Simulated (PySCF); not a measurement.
# C8H6: the cost of one run

Programs: PySCF 2.14.0, with routines of our own; each step states its level. All values are computed. Atoms count from 0.

### 1 The system as given

14 atoms, charge 0, multiplicity 1; geometry from: GFN2-xTB.

### 2 Relaxing the molecule at PBE0-D3(BJ)/def2-SVP

What the job is given:

```
{"job": {"xc": "PBE0", "basis": "def2-SVP", "d3": "d3bj", "grid": 2, "kind": "geom"}, "charge": 0, "multiplicity": 1}
C      3.331210     0.489355     0.912579
C      2.348834    -0.145450     0.628839
C      1.215527    -0.896966     0.297334
C     -0.029562    -0.381361     0.220304
C     -0.436235     0.998969     0.450857
C     -1.766574     1.074954     0.264624
C     -2.271306    -0.243483    -0.091039
C     -1.243484    -1.111353    -0.118305
H      4.185425     1.046108     1.159150
H      1.384710    -1.948643     0.096628
H      0.242966     1.785918     0.718503
H     -2.385601     1.949428     0.355696
H     -3.305573    -0.456644    -0.294113
H     -1.271015    -2.161305    -0.343199
```

Command:

```bash
$ OMP_NUM_THREADS=1 python excited_run.py task.json out
```

The driver reads the jobs from task.json and runs them one after another.

Q: Estimate the wall time and peak memory of this first job on 1 thread of Arm Neoverse V2, shared host.

About 35 s, with a peak of 0.7 GiB.
